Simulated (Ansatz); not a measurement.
O, space group P4/mmm: an equation of state with a fit, run with Ansatz 0.2.0 through its Python package.

`o_eos.py`:
```python
import ansatz as az
import numpy as np

vectors0 = np.array([
    [1.77559, 0.0, 0.0],
    [0.0, 1.77559, 0.0],
    [0.0, 0.0, 3.05305],
])
sites = [
    ('O', [0.0, 0.0, 0.0]),
]


def make_crystal(cell):
    crystal = az.Crystal(lattice=az.Lattice.of(cell))
    for symbol, position in sites:
        crystal = crystal.atom(symbol, position)
    return crystal

volumes, energies, pressures = [], [], []
for scale in np.linspace(0.92, 1.08, 7):
    cell = vectors0 * scale ** (1 / 3)
    base = (
        make_crystal(cell).calculation()
        .basis(47 * az.Ry)
        .occupations('cold', width=0.02)
        .scf(max_iterations=100, lower_state_search='off')
        .accuracy('low')
        .functional('r2scan', dispersion='d3bjatm')
        .eigensolver('davidson')
        .kpoints(16, 16, 9)
        .stress()
    )
    report = base.run().report
    volumes.append(abs(np.linalg.det(cell)) / len(sites))
    energies.append(report['free_energy_ev'] / len(sites))
    pressures.append(np.trace(report['stress_gpa']) / 3)
    print(f'V = {volumes[-1]:8.4f} A^3/atom  F = {energies[-1]:.5f} eV/atom  P = {pressures[-1]:8.3f} GPa')

x = np.array(volumes) ** (-2 / 3)
poly = np.polynomial.Polynomial.fit(x, energies, 3).convert()
roots = poly.deriv().roots()
x0 = min((r.real for r in roots if abs(r.imag) < 1e-9 and poly.deriv(2)(r.real) > 0), key=lambda r: abs(r - x.mean()))
v0 = x0 ** -1.5
b0 = 4 / 9 * poly.deriv(2)(x0) * v0 ** (-7 / 3) * 160.21766
b1 = 4 + 2 / 3 * x0 * poly.deriv(3)(x0) / poly.deriv(2)(x0)
print(f'V0 = {v0:.4f} A^3/atom, B0 = {b0:.1f} GPa, dB/dP = {b1:.2f}')
```

Its results, one of them left out:

| V (Å³/atom) | F less the lowest row shown (meV/atom) |
| --- | --- |
| 8.855 | 38.55 |
| 9.112 | 17.05 |
| 9.369 | 4.37 |
| 9.625 | 0.00 |
| 9.882 | 2.72 |
| 10.139 | 11.15 |
| 10.395 | ? |

What is the missing energy at 10.395 Å³ an atom?

A third-order Birch-Murnaghan fit, E = E0 + (9 V0 B0 / 16) [(t - 1)³ B' + (t - 1)² (6 - 4t)] with t = (V0/V)^(2/3), through the 6 rows shown gives V0 = 9.654 Å³, B0 = 160.7 GPa, B' = 4.24 and E0 = 0.01 meV. At V = 10.395 Å³, t = 0.95190, and the fit extrapolates to 25.07 meV. The run gave 24.38 meV, a miss of 0.69 meV.

The settings weren't tested for convergence. Shape and fractional positions are held along the curve, so the bulk modulus is an upper value where they are free to relax, by a factor of two or more in layered or hydrogen-bonded cells. Dispersion corrections can be off by several per cent in the lattices of metals, and by several GPa in the pressure at a fixed cell. The mesh is modest for a metal, so energies can be off by several to tens of meV an atom and pressures by half a GPa or more; differences at equal mesh fare better. No spin polarisation was allowed. Pressure is positive in compression. This isn't the structure that O takes at ambient conditions. The whole script took 23 s on 1 thread of Arm Neoverse V1, on a shared host, peak memory 0.35 GiB.
